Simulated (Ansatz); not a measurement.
Predict the output of the script below (the Python package of Ansatz (0.2.0)).

Script `torsion_ch5als2.py`:
```python
"""Rigid torsion scan of CH5AlS2."""

from dataclasses import dataclass

import ansatz
from ase import Atoms


@dataclass
class Settings:
    basis_set: str = "def2-SVP"
    xc: str = "pbe"
    dispersion: str = "d4"
    fmax: float = 0.02


cfg = Settings()

atoms = Atoms(["C", "Al", "S", "S", "H", "H", "H", "H", "H"], positions=[
    (0.096, 0.9364, -1.15),
    (-0.1951, -0.5676, 0.0676),
    (1.4353, -2.088, 0.2929),
    (-2.0413, -0.7775, 1.2413),
    (-0.7373, 0.9488, -1.9609),
    (-0.0324, 1.942, -0.5874),
    (1.0737, 0.9238, -1.6358),
    (2.0878, -1.3451, 1.3553),
    (-1.5982, -0.019, 2.3599),
])

# relax first, so that the scan starts from a minimum
first = ansatz.Crystal.molecule_from_ase(atoms).calculation()
first = first.basis(gaussian=cfg.basis_set).functional(cfg.xc, dispersion=cfg.dispersion)
first = first.relax(force_tolerance=cfg.fmax, max_steps=80)
atoms.positions = first.run(threads=1).report["positions_ang"]

start = atoms.get_dihedral(0, 1, 3, 8)
energies = {}
for turn in range(0, 360, 40):
    turned = atoms.copy()
    turned.set_dihedral(0, 1, 3, 8, start + turn, indices=[3, 8])
    calculation = ansatz.Crystal.molecule_from_ase(turned).calculation()
    calculation = calculation.basis(gaussian=cfg.basis_set).functional(cfg.xc, dispersion=cfg.dispersion)
    energies[round((start + turn) % 360)] = calculation.run(threads=1).report["free_energy_ev"]
floor = min(energies.values())
print("dihedral C0-Al1-S3-H8 (deg)   E - E(min) (kJ/mol)")
for angle, e in sorted(energies.items()):
    print(f"{angle:8d} {96.485332 * (e - floor):14.3f}  " + "#" * int(30 * (e - floor) / max(max(energies.values()) - floor, 1e-9)))
```

```console
$ python torsion_ch5als2.py
dihedral C0-Al1-S3-H8 (deg)   E - E(min) (kJ/mol)
      38          6.515  ###########
      78         16.572  #############################
     118         12.852  #######################
     158          1.150  ##
     198          1.037  #
     238         12.653  ######################
     278         16.623  ##############################
     318          6.747  ############
     358          0.000
```

The scan is rigid and the energies are electronic, in a modest basis. With rigid groups the curve can differ much from the relaxed path, the start wasn't checked as a minimum of this torsion, and equivalent turns needn't return to the same energy. Wall time of the script: 72 s on 1 thread of Arm Neoverse V1 (shared host), peak memory 0.2 GiB.
